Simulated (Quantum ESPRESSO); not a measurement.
A run of Quantum ESPRESSO 7.5:

Contents of pw.in:

```
&CONTROL
  calculation = 'scf'
  prefix = 'pwscf'
  outdir = './tmp'
  pseudo_dir = './pseudo'
  tprnfor = .true.
  disk_io = 'nowf'
/
&SYSTEM
  ibrav = 0
  nat = 2
  ntyp = 2
  ecutwfc = 88
  nbnd = 21
  occupations = 'smearing'
  smearing = 'gaussian'
  degauss = 0.00367493
  nspin = 2
  starting_magnetization(1) = 0.2353
  starting_magnetization(2) = 0
  nosym = .true.
/
&ELECTRONS
  conv_thr = 8d-08
  electron_maxstep = 120
  mixing_beta = 0.3
  mixing_ndim = 12
  startingpot = 'file'
  mixing_fixed_ns = 5
/
ATOMIC_SPECIES
Rh   102.9055 Rh.upf
N     14.0070 N.upf
CELL_PARAMETERS angstrom
   2.9628278700    0.0000000000    0.0000000000
  -1.4814139400    2.5658842000    0.0000000000
   0.0000000000    0.0000000000    2.8915732100
ATOMIC_POSITIONS crystal
Rh     0.0000000000    0.0000000000    0.0000000000
N      0.6666666667    0.3333333333    0.5000000000
K_POINTS automatic
3 3 3 0 0 0
HUBBARD {ortho-atomic}
U Rh-4d 4.0
```

start.in

```
&CONTROL
  calculation = 'scf'
  prefix = 'pwscf'
  outdir = './tmp'
  pseudo_dir = './pseudo'
  disk_io = 'nowf'
/
&SYSTEM
  ibrav = 0
  nat = 2
  ntyp = 2
  ecutwfc = 88
  nbnd = 21
  occupations = 'smearing'
  smearing = 'gaussian'
  degauss = 0.00367493
  nspin = 2
  starting_magnetization(1) = 0.2353
  starting_magnetization(2) = 0
  nosym = .true.
/
&ELECTRONS
  conv_thr = 8d-08
  electron_maxstep = 1
  mixing_beta = 0.3
  mixing_ndim = 12
  scf_must_converge = .false.
/
ATOMIC_SPECIES
Rh   102.9055 Rh.upf
N     14.0070 N.upf
CELL_PARAMETERS angstrom
   2.9628278700    0.0000000000    0.0000000000
  -1.4814139400    2.5658842000    0.0000000000
   0.0000000000    0.0000000000    2.8915732100
ATOMIC_POSITIONS crystal
Rh     0.0000000000    0.0000000000    0.0000000000
N      0.6666666667    0.3333333333    0.5000000000
K_POINTS automatic
3 3 3 0 0 0
HUBBARD {ortho-atomic}
U Rh-4d 4.0
```

The input occup.txt:

```
 0.0000  0.0000  0.0000  0.0000  0.0000
 0.0000  1.0000  0.0000  0.0000  0.0000
 0.0000  0.0000  1.0000  0.0000  0.0000
 0.0000  0.0000  0.0000  0.0000  0.0000
 0.0000  0.0000  0.0000  0.0000  1.0000
 0.0000  0.0000  0.0000  0.0000  0.0000
 0.0000  1.0000  0.0000  0.0000  0.0000
 0.0000  0.0000  1.0000  0.0000  0.0000
 0.0000  0.0000  0.0000  0.0000  0.0000
 0.0000  0.0000  0.0000  0.0000  1.0000
 0.0000  0.0000  0.0000  0.0000  0.0000
 0.0000  0.0000  0.0000  0.0000  0.0000
 0.0000  0.0000  0.0000  0.0000  0.0000
 0.0000  0.0000  0.0000  0.0000  0.0000
 0.0000  0.0000  0.0000  0.0000  0.0000
 0.0000  0.0000  0.0000  0.0000  0.0000
 0.0000  0.0000  0.0000  0.0000  0.0000
 0.0000  0.0000  0.0000  0.0000  0.0000
 0.0000  0.0000  0.0000  0.0000  0.0000
 0.0000  0.0000  0.0000  0.0000  0.0000
```

Potentials or basis: PseudoDojo 0.4 SR PBEsol stringent.

Command:

```bash
$ OMP_NUM_THREADS=1 pw.x -in start.in > start.out
$ cp occup.txt tmp/pwscf.save/occup.txt
$ OMP_NUM_THREADS=1 pw.x -in pw.in > pw.out
```

Hardware: 1 thread of Arm Neoverse V1, on a shared host.

Question: How long does it take, and how much memory?

Answer: It took 80 s on 1 thread of Arm Neoverse V1, with other jobs on the host, peak memory 0.08 GiB. Counts: scf iterations 47, k pools 1, bands 21, k points 14, g dense 16593.
